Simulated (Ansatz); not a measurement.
# CH4Cl2Ge: small, medium and large basis sets

The task here is to estimate one member of a computed series from the others.

Computed with Ansatz 0.2.0, Gaussian basis. Level: one geometry, several basis sets.

Plan: PBE0-D4/def2-SVP; ωB97M-V/def2-SVP; PBE0-D4/def2-QZVPP; ωB97M-V/def2-QZVPP; the functionals' def2-TZVPP values are taken from earlier runs.

## The relaxed structure

All runs share one geometry, relaxed beforehand with PBE0-D4 in a triple-zeta def2 set.

SMILES `[CH3][GeH]([Cl])[Cl]`, 8 atoms, charge 0, spin multiplicity 1.

Atoms are counted from 1 here; the program's logs count them from 0.

Bond lengths: C1–Ge2 1.931 Å, C1–H5 1.090 Å, C1–H6 1.090 Å, C1–H7 1.090 Å, Ge2–Cl3 2.149 Å, Ge2–Cl4 2.149 Å, Ge2–H8 1.532 Å. Angles: Ge2–C1–H5 109.6°, Ge2–C1–H6 109.6°, Ge2–C1–H7 109.1°, H5–C1–H6 109.7°, H5–C1–H7 109.4°, H6–C1–H7 109.4°, C1–Ge2–Cl3 108.8°, C1–Ge2–Cl4 108.8°, C1–Ge2–H8 117.0°, Cl3–Ge2–Cl4 107.4°, Cl3–Ge2–H8 107.2°, Cl4–Ge2–H8 107.2°.

Set-up of the first run:

Input file in.yaml:

```yaml
crystal:
  periodic: [false, false, false]
  atoms:
    - {symbol: C, position_ang: [-0.188021, 1.060847, -0.135453]}
    - {symbol: Ge, position_ang: [0.041680, -0.824428, 0.211908]}
    - {symbol: Cl, position_ang: [2.077168, -1.177836, 0.802928]}
    - {symbol: Cl, position_ang: [-0.295536, -1.911201, -1.610916]}
    - {symbol: H, position_ang: [-1.208923, 1.249773, -0.469003]}
    - {symbol: H, position_ang: [0.011654, 1.627801, 0.774414]}
    - {symbol: H, position_ang: [0.510227, 1.366923, -0.913991]}
    - {symbol: H, position_ang: [-0.856252, -1.449078, 1.284313]}
basis:
  gaussian: {orbitals: def2-SVP}
hamiltonian: {xc: pbe0, dispersion: d4}
output: {orbitals: {seedname: orbitals}}
```

Launch:

```
> ansatz run in.yaml --threads 4 --pin off --events-out ev --progress --plain --max-ram 10444MiB
```

Steps of the session up to this table: PBE0-D4 in def2-SVP; ωB97M-V in def2-SVP; PBE0-D4 in def2-QZVPP; ωB97M-V in def2-QZVPP.

One of the session's tables, all rows but one given; the rest of the session is left out.

It belongs to the step «Functionals by basis». 

```
functional       basis  HOMO (eV)  LUMO (eV)
   PBE0-D4    def2-SVP          ?          ?
   PBE0-D4  def2-TZVPP      -8.73      -0.31
   PBE0-D4  def2-QZVPP      -8.76      -0.43
   ωB97M-V    def2-SVP     -10.76       2.22
   ωB97M-V  def2-TZVPP     -10.94       1.71
   ωB97M-V  def2-QZVPP     -10.98       1.45
```

Estimate the missing values for PBE0-D4, def2-SVP.

The run gave: HOMO (eV): -8.59; LUMO (eV): 0.07. In the column «HOMO (eV)» it is the highest.
